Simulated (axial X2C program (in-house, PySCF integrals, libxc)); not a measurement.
# InZn: EOM-EA-CCSD levels

Wanted for InZn: EOM-EA-CCSD levels, at the two-component level.

Computed with an in-house X2C program for linear molecules on PySCF integrals. Level: two-component X2C with atomic mean-field terms, In dyall-acv3z, Zn dyall-acv3z.

All values are calculated.

### 1 Input

task.json reads:

```json
{"zs": [49, 30], "q": 0, "bas": ["dyall-acv3z", "dyall-acv3z"], "r0": 2.6, "eom": "ea", "thr": -1.0, "nmax": 92, "grid": [1, 0.96, 1.045, 0.92, 1.09, 1.15]}
```

Keys: zs atomic numbers; q charge; bas basis sets; r0 starting distance in Å; eom kind of EOM run; thr threshold in hartree for freezing inner shells (an s shell follows its p shell); nmax most natural virtual spinors; grid distances as factors.

On the command line:

```sh
> python soeom.py task.json out
```

Nuclei are Gaussian, cores are contracted, and the Gaunt term is on.

### 2 EOM-EA-CCSD at 2.885 Å

Reference: the closed shell InZn⁺; 14 electrons correlated, 92 virtual spinors; roots sought by Ω: 1/2: 5, 3/2: 4, 5/2: 2, 7/2: 1.

Output:

```text
two-component X2C + atomic mean field  HF
basis functions 269  fitting functions 1387  grid points 5802
iter        total energy     max residual
   1      -7669.396046185     3.66e-01
   2      -7669.434956116     1.85e-02
   3      -7669.435947948     4.01e-02
   4      -7669.437684822     3.78e-03
   5      -7669.437704135     2.92e-04
   6      -7669.437706919     3.97e-04
   7      -7669.437707241     7.44e-05
   8      -7669.437707279     6.84e-06
   9      -7669.437707281     4.62e-06
  10      -7669.437707281     1.93e-06
converged
one-electron -11112.32499533  Coulomb 3406.04819271  exact exchange -228.94399767  xc functional 0.00000000  nuclear repulsion 269.63275565  atomic mean-field constant -3.84966264
correlated 14  virtual 374  natural virtual 92  E(MP2) -0.574139358  MP2 remainder -0.122004850
iter   CCSD correlation   residual
   1     -0.401634085   1.85e-01
   2     -0.421775334   8.38e-02
   3     -0.424773499   3.61e-02
   4     -0.424111106   9.40e-03
   5     -0.424279312   3.04e-03
   6     -0.424326942   1.23e-03
   7     -0.424311400   4.92e-04
   8     -0.424307487   1.72e-04
   9     -0.424313404   8.10e-05
  10     -0.424310456   3.95e-05
  11     -0.424311748   2.05e-05
  12     -0.424311881   9.85e-06
  13     -0.424311649   4.12e-06
  14     -0.424311650   1.79e-06
(T) -0.009141472  T1 0.0262  D1 0.0481  max T2 0.111
EOM-EA-CCSD roots
2*Omega      energy/Eh   energy/eV  one-particle weight
    1      -0.19423681     -5.2855      0.944
    1      -0.18017711     -4.9029      0.946
    1      -0.11074294     -3.0135      0.921
    1      -0.08730930     -2.3758      0.980
    1      -0.07551434     -2.0548      0.949
    3      -0.18876370     -5.1365      0.945
    3      -0.10855943     -2.9541      0.922
    3      -0.06639634     -1.8067      0.000
    3      -0.06116017     -1.6643      0.171
    5      -0.06403818     -1.7426      0.002
    5      -0.04836745     -1.3161      0.927
    7       0.00674803      0.1836      0.000
```

T1 in the output is the amplitude norm over the root of the electron number; divide by √2 for the Lee–Taylor value.

| Ω | binding energy (eV) | above lowest (cm⁻¹) | spinor | weight |
| --- | --- | --- | --- | --- |
| 1/2 | 5.285 | 0 | 71% In pπ, 18% Zn pπ | 0.94 |
| 3/2 | 5.137 | 1200 | 74% In pπ, 21% Zn pπ | 0.95 |
| 1/2 | 4.903 | 3090 | 38% In pσ, 36% Zn pσ, 11% Zn sσ | 0.95 |
| 1/2 | 3.013 | 18320 | 53% Zn pπ, 25% In dπ, 13% In pπ | 0.92 |
| 3/2 | 2.954 | 18800 | 52% Zn pπ, 26% In dπ, 13% In pπ | 0.92 |
| 1/2 | 2.376 | 23470 | 41% Zn sσ, 32% In sσ, 12% Zn pσ | 0.98 |
| 1/2 | 2.055 | 26060 | 46% In pσ, 29% Zn pσ, 13% Zn sσ | 0.95 |
| 5/2 | 1.316 | 32010 | 92% In dδ, 8% Zn dδ | 0.93 |

Wall time 20 s (1 thread of Arm Neoverse V2, shared host); peak memory 0.96 GiB.

### 3 EOM-EA-CCSD at 2.770 Å

| Ω | binding energy (eV) | above lowest (cm⁻¹) | spinor | weight |
| --- | --- | --- | --- | --- |
| 1/2 | 5.346 | 0 | 70% In pπ, 21% Zn pπ | 0.94 |
| 3/2 | 5.204 | 1150 | 70% In pπ, 24% Zn pπ | 0.95 |
| 1/2 | 4.902 | 3590 | 38% Zn pσ, 36% In pσ, 11% Zn sσ | 0.95 |
| 1/2 | 3.026 | 18710 | 49% Zn pπ, 26% In dπ, 14% In pπ | 0.92 |
| 3/2 | 2.964 | 19220 | 48% Zn pπ, 27% In dπ, 14% In pπ | 0.92 |
| 1/2 | 2.381 | 23920 | 44% Zn sσ, 30% In sσ, 10% In dσ | 0.98 |
| 5/2 | 1.335 | 32360 | 91% In dδ, 9% Zn dδ | 0.92 |

Run time: 24 s. Hardware: 1 thread of Arm Neoverse V2, shared host; peak memory 1 GiB.

### 4 EOM-EA-CCSD at 3.015 Å

| Ω | binding energy (eV) | above lowest (cm⁻¹) | spinor | weight |
| --- | --- | --- | --- | --- |
| 1/2 | 5.237 | 0 | 73% In pπ, 14% Zn pπ | 0.94 |
| 3/2 | 5.080 | 1270 | 77% In pπ, 17% Zn pπ | 0.95 |
| 1/2 | 4.906 | 2670 | 41% In pσ, 33% Zn pσ, 10% Zn sσ | 0.95 |
| 1/2 | 2.990 | 18120 | 58% Zn pπ, 24% In dπ, 11% In pπ | 0.92 |
| 3/2 | 2.934 | 18570 | 57% Zn pπ, 24% In dπ, 11% In pπ | 0.92 |
| 1/2 | 2.375 | 23080 | 37% Zn sσ, 34% In sσ, 15% Zn pσ | 0.98 |
| 1/2 | 2.082 | 25450 | 43% In pσ, 27% Zn pσ, 18% Zn sσ | 0.95 |
| 3/2 | 1.645 | 28970 | 60% In pπ, 36% Zn pπ | 0.99 |
| 5/2 | 1.302 | 31740 | 93% In dδ, 7% Zn dδ | 0.93 |

Wall time 22 s (1 thread of Arm Neoverse V2, shared host); peak memory 1 GiB.

### 5 EOM-EA-CCSD at 2.654 Å

| Ω | binding energy (eV) | above lowest (cm⁻¹) | spinor | weight |
| --- | --- | --- | --- | --- |
| 1/2 | 5.425 | 0 | 67% In pπ, 24% Zn pπ | 0.94 |
| 3/2 | 5.287 | 1110 | 67% In pπ, 26% Zn pπ | 0.95 |
| 1/2 | 4.900 | 4240 | 40% Zn pσ, 33% In pσ, 12% Zn sσ | 0.95 |
| 1/2 | 3.031 | 19310 | 45% Zn pπ, 27% In dπ, 15% In pπ | 0.91 |
| 3/2 | 2.966 | 19830 | 44% Zn pπ, 28% In dπ, 16% In pπ | 0.91 |
| 1/2 | 2.388 | 24490 | 45% Zn sσ, 29% In sσ, 11% In dσ | 0.98 |
| 5/2 | 1.361 | 32780 | 90% In dδ, 10% Zn dδ | 0.88 |

Wall time 26 s (1 thread of Arm Neoverse V2, shared host); peak memory 1 GiB.

### 6 EOM-EA-CCSD at 3.145 Å

| Ω | binding energy (eV) | above lowest (cm⁻¹) | spinor | weight |
| --- | --- | --- | --- | --- |
| 1/2 | 5.207 | 0 | 73% In pπ, 11% Zn pπ | 0.94 |
| 3/2 | 5.040 | 1340 | 81% In pπ, 14% Zn pπ | 0.95 |
| 1/2 | 4.911 | 2390 | 43% In pσ, 29% Zn pσ, 9% Zn sσ | 0.95 |
| 1/2 | 2.957 | 18150 | 62% Zn pπ, 23% In dπ, 10% In pπ | 0.93 |
| 3/2 | 2.905 | 18570 | 61% Zn pπ, 23% In dπ, 10% In pπ | 0.93 |
| 1/2 | 2.381 | 22790 | 37% In sσ, 32% Zn sσ, 19% Zn pσ | 0.98 |
| 1/2 | 2.101 | 25050 | 40% In pσ, 24% Zn pσ, 23% Zn sσ | 0.94 |
| 3/2 | 1.636 | 28800 | 63% In pπ, 33% Zn pπ | 0.99 |
| 5/2 | 1.292 | 31570 | 94% In dδ, 6% Zn dδ | 0.93 |

Wall time 23 s (1 thread of Arm Neoverse V2, shared host); peak memory 1 GiB.

### 7 Curves of the states

Energies in eV from the lowest point of the lowest state; states are followed by energy order within each Ω.

| R (Å) | (1)Ω=1/2 | (1)Ω=3/2 | (2)Ω=1/2 | (3)Ω=1/2 | (2)Ω=3/2 | (4)Ω=1/2 | (2)Ω=5/2 |
| --- | --- | --- | --- | --- | --- | --- | --- |
| 2.654 | 0.0948 | 0.2330 | 0.6202 | 2.4888 | 2.5539 | 3.1317 | 4.1586 |
| 2.770 | 0.0345 | 0.1773 | 0.4793 | 2.3548 | 2.4173 | 3.0003 | 4.0463 |
| 2.885 | 0.0075 | 0.1564 | 0.3901 | 2.2795 | 2.3389 | 2.9171 | 3.9768 |
| 3.015 | 0.0000 | 0.1573 | 0.3313 | 2.2469 | 2.3027 | 2.8617 | 3.9351 |
| 3.145 | 0.0048 | 0.1714 | 0.3007 | 2.2551 | 2.3072 | 2.8309 | 3.9195 |

### 8 Results

```
                     quantity                            value
       lowest root at 2.885 Å                Ω = 1/2, 5.285 eV
next root led by one particle  Ω = 3/2, about 1200 cm⁻¹ higher
          T1 of the reference                            0.019
```

The added electron is bound by 5.29 eV in a spinor of 71% In pπ, 18% Zn pπ. Errors of 0.1 to 0.3 eV are usual at this size, and roots led by higher excitations are left out, so the list is incomplete, and low states of that kind can be missing.
